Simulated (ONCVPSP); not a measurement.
# Pseudopotential generation for Cl: ONCV, PBE

Aim: build the potential from the settings below, then test how well it stands in for the atom: other configurations, scattering, ghost states and the plane-wave cutoff that it needs.

Program: ONCVPSP 4.0.1.1 (patched build). Reference atom: PBE, scalar-relativistic, spherical and spin-unpolarised. All values are calculated.

## 1. Settings

Typed settings, in words:

```
element                 : chlorine (Cl, Z = 17)
type                    : optimised norm-conserving Vanderbilt (ONCV)
frozen core             : [Ne]
valence charge          : 7
reference configuration : 3s2 3p5
partial waves           : 3s: rc 1.40 bohr, ncon 4, nbas 7, qcut 4.9 1/bohr, 2 projectors, debl 3.1 Ha; 3p: rc 1.00 bohr, ncon 5, nbas 8, qcut 7.6 1/bohr, 2 projectors, debl 2.8 Ha; d scattering state at 0.06 Ha: rc 1.20 bohr, ncon 4, nbas 8, qcut 7.9 1/bohr, 3 projectors, debl 3.2 Ha
local potential         : polynomial inside 0.75 bohr (lpopt 3, dvloc0 3 Ha)
core correction         : polynomial model core, fcfact 0.25
```

The nodes and maxima of the atom's own shells, from an earlier all-electron run, set the scale for the radii.

All-electron outer shells of the reference configuration (PBE, scalar-relativistic, ld1.x):

| shell | level (eV) | outermost node (bohr) | outermost maximum (bohr) |
| --- | --- | --- | --- |
| 2s | -252.70 | 0.12 | 0.36 |
| 2p | -191.63 | – | 0.30 |
| 3s | -20.69 | 0.55 | 1.29 |
| 3p | -8.59 | 0.53 | 1.43 |

## 2. The generation run

Contents of Cl.dat:

```
# ATOM AND REFERENCE CONFIGURATION
# atsym  z   nc   nv     iexc    psfile
  Cl 17.00    3    2        4      upf
#
#   n    l    f
    1    0    2.00
    2    0    2.00
    2    1    6.00
    3    0    2.00
    3    1    5.00
#
# PSEUDOPOTENTIAL AND OPTIMIZATION
# lmax
    2
#
#   l,   rc,      ep,       ncon, nbas, qcut
    0    1.40    0.00    4    7    4.90
    1    1.00    0.00    5    8    7.60
    2    1.20    0.06    4    8    7.90
#
# LOCAL POTENTIAL
# lloc, lpopt,  rc(5),   dvloc0
    4    3    0.75    3.00
#
# VANDERBILT-KLEINMAN-BYLANDER PROJECTORs
# l, nproj, debl
    0    2    3.10
    1    2    2.80
    2    3    3.20
#
# MODEL CORE CHARGE
# icmod, fcfact, rcfact
    1    0.25    0.00
#
# LOG DERIVATIVE ANALYSIS
# epsh1, epsh2, depsh
   -2.00    5.00    0.02
#
# OUTPUT GRID
# rlmax, drl
    6.00    0.01
#
# TEST CONFIGURATIONS
# ncnf
    4
# nvcnf
#   n    l    f
    2
    3    0    2.00
    3    1    4.00
#
    2
    3    0    2.00
    3    1    3.00
#
    2
    3    0    2.00
    3    1    2.00
#
    2
    3    0    2.00
    3    1    1.00
#
```

The run is started by

```sh
oncvpsp.x < Cl.dat > Cl.out
```

What does the calculation give? Wanted: cutoffs for 1 and 0.1 mHa per electron, occupied waves; bound ghosts; GHOST(+) flags; largest test error; largest phase difference near zero energy, channels read; rms error of d²Exc/dn², without and with the model core.

**Answer**, as computed:

| quantity | value |
| --- | --- |
| cutoffs for 1 and 0.1 mHa per electron, occupied waves | 181 Ha and 206 Ha |
| bound ghosts | p at -152.58 eV |
| GHOST(+) flags | d at 49 eV, d at 2424 eV, d at 4876 eV |
| largest test error (AE − PS) | +92 meV, for 3s2 3p1 |
| largest phase difference near zero energy, channels read | 0.001 rad |
| rms error of d²Exc/dn², without and with the model core | 1.51 and 0.13 mHa |

**Reading.** It has a bound ghost (p), a state that the atom doesn't have, and that rules the file out. By total energies transferability is fair: the largest error is 92 meV on 129.9 eV, for 3s2 3p1. That test lies far up in energy; among those under 40 eV, nearer to bonding, the largest error is 6.2 meV. The potential is very hard: the looser tolerance needs 181 Ha. At the looser tolerance the 3p wave is the slowest; 3s needs 27 Ha. Near zero energy the phases of the channels with partial waves agree within 0.001 rad. The program also flags highly localised states, GHOST(+) (d). These are tests on the free atom; a crystal test is still owed.
